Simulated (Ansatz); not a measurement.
# NbCl: the cost of one run

Computed with Ansatz 0.2.0 (DFT PBE, scalar-relativistic, plane waves, PAW, unless a step's input says otherwise).

4 further runs of the same task are left out: 1 that didn't finish, 3 set aside as unsound or not needed.

## (1) The system as given

The structure is tetragonal, space group P4/mmm (No. 123). The conventional cell has a = 3.219 Å, b = 3.219 Å, c = 4.219 Å, α = 90.00°, β = 90.00°, γ = 90.00°. Nb (site symmetry 4/mmm) has 8 Cl at 3.10 Å and 4 Nb at 3.22 Å as nearest neighbours. Around Cl (site symmetry 4/mmm) lie 8 Nb at 3.10 Å.

Structure file:

```cif
data_structure
_symmetry_space_group_name_H-M 'P 1'
_symmetry_Int_Tables_number 1
_cell_length_a 3.2187
_cell_length_b 3.2187
_cell_length_c 4.2188
_cell_angle_alpha 90.000
_cell_angle_beta 90.000
_cell_angle_gamma 90.000
_cell_volume 43.71
loop_
_atom_site_label
_atom_site_type_symbol
_atom_site_fract_x
_atom_site_fract_y
_atom_site_fract_z
_atom_site_occupancy
Nb1 Nb 0.50000 0.50000 0.50000 1
Cl1 Cl 0.00000 0.00000 0.00000 1
```

This is candidate A: CuAu (L1_0) type (P4/mmm, No. 123).

(A quick probe on a coarse mesh, which set the mesh and smearing, is not shown.)

## (3) Rough relaxation on the coarse mesh (candidate A)

input.yaml reads:

```yaml
crystal:
  lattice:
    - [3.2187185193, 0.0, 0.0]
    - [0.0, 3.2187185193, 0.0]
    - [0.0, 0.0, 4.2188203449]
  atoms:
    - { symbol: Nb, position: [0.5, 0.5, 0.5], spin: 0.71 }
    - { symbol: Cl, position: [0.0, 0.0, 0.0] }
basis:
  ecutwfc: 420
kpoints:
  mp_grid: { grid: [6, 6, 4] }
hamiltonian:
  xc: pbe
scf:
  occupations: { method: gaussian, width: 0.1 }
  lower_state_search: "off"
output:
  forces: true
  stress: true
  eigenvalues: true
  populations: true
magnetization:
  spin_polarized: true
relax:
  adjacent_minimum: "off"
  f_tol: 0.04
  max_steps: 70
  cell: { stress_tol: 0.4 }
```

On the command line:

```sh
$ ansatz run input.yaml --threads 1 --pin off --max-ram 2560MiB --backend cpu --events-out ev --progress --plain --runs-dir out
```

**Question.** How long does this run take on 1 thread of Intel Xeon 6975P-C (Granite Rapids), shared host, and how much memory does it need?

About 11 s, with a peak of 0.36 GiB.
